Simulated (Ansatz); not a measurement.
# Al3Zn4Si9: the cost of one run

Method: DFT PBE, scalar-relativistic, plane waves, PAW, in Ansatz 0.2.0.

**1. The starting structure**

The cell holds 16 atoms (Al3Si9Zn4): a = 6.298 Å, b = 6.298 Å, c = 6.298 Å, α = 90.00°, β = 90.00°, γ = 90.00°.

The sites of an ideal bcc lattice, at a guessed lattice constant, take 9 Si, 3 Al, 4 Zn (sublattices apart by semicolons), with a shake of 0.02 Å. Warren-Cowley parameters of the first shell (negative: unlike neighbours preferred): Al-Si -0.04, Al-Zn +0.00, Si-Zn +0.00. In a cell this small the draw can fall short of the order aimed at.

As a file:

```xyz
16
Lattice="6.2979 0.0000 0.0000 0.0000 6.2979 0.0000 0.0000 0.0000 6.2979" Properties=species:S:1:pos:R:3 pbc="T T T"
Al    6.2698    3.1342    6.2946
Al    3.1509    3.1619    3.1703
Al    1.5777    4.7039    4.7235
Si    3.1391    6.2931    0.0203
Si    6.2421    6.2946    3.1376
Si    1.5708    1.5478    1.5980
Si    3.1646    0.0222    3.1484
Si    4.7253    1.5859    1.5575
Si    0.0045    3.1367    3.1484
Si    1.5587    1.5783    4.7215
Si    4.6961    4.7654    1.5654
Si    4.7174    1.5982    4.7120
Zn    0.0232    6.2886    6.2930
Zn    3.1262    3.1807    0.0260
Zn    1.5669    4.7086    1.4952
Zn    4.7225    4.7331    4.7150
```

**2. Relaxation without symmetry, coarse mesh**

A cheap relaxation: coarse mesh, no symmetry, loose thresholds.

The input, input.yaml:

```yaml
crystal:
  lattice:
    - [6.29792492, 0.0, 0.0]
    - [0.0, 6.29792492, 0.0]
    - [0.0, 0.0, 6.29792492]
  atoms:
    - { symbol: Al, position: [0.9955291303, 0.497648139, 0.9994668107] }
    - { symbol: Al, position: [0.5003033532, 0.502061432, 0.5033818282] }
    - { symbol: Al, position: [0.2505033561, 0.7468974847, 0.7500125901] }
    - { symbol: Si, position: [0.4984360784, 0.9992279269, 0.0032153478] }
    - { symbol: Si, position: [0.991130949, 0.9994755733, 0.498191586] }
    - { symbol: Si, position: [0.2494160368, 0.2457705655, 0.2537277031] }
    - { symbol: Si, position: [0.5024797559, 0.0035322894, 0.4999111895] }
    - { symbol: Si, position: [0.7502950287, 0.2518125122, 0.2473086683] }
    - { symbol: Si, position: [0.0007127768, 0.4980553365, 0.4999044969] }
    - { symbol: Si, position: [0.247489596, 0.2506093184, 0.7496971532] }
    - { symbol: Si, position: [0.7456555905, 0.7566698046, 0.2485552403] }
    - { symbol: Si, position: [0.7490397884, 0.2537608972, 0.7481799716] }
    - { symbol: Zn, position: [0.0036813446, 0.998518778, 0.9992204968] }
    - { symbol: Zn, position: [0.4963865293, 0.5050376358, 0.0041290722] }
    - { symbol: Zn, position: [0.2487904198, 0.7476372008, 0.2374143188] }
    - { symbol: Zn, position: [0.7498525817, 0.751540497, 0.74866588] }
  symmetry: { detect: false }
basis:
  ecutwfc: 420
kpoints:
  mp_grid: { grid: [2, 2, 2], shift: [0.5, 0.5, 0.5] }
hamiltonian:
  xc: pbe
scf:
  occupations: { method: gaussian, width: 0.1 }
  lower_state_search: "off"
output:
  forces: true
  stress: true
  eigenvalues: true
relax:
  adjacent_minimum: "off"
  f_tol: 0.04
  max_steps: 50
  cell: { stress_tol: 0.3 }
```

Command:

```console
> ansatz run input.yaml --threads 4 --pin off --max-ram 9216MiB --backend cpu --events-out ev --progress --plain --runs-dir out
```

Q: Estimate wall time and peak memory on 4 threads of AMD EPYC 7R43 (Zen 3), shared host.

About 67 s, with a peak of 0.69 GiB.
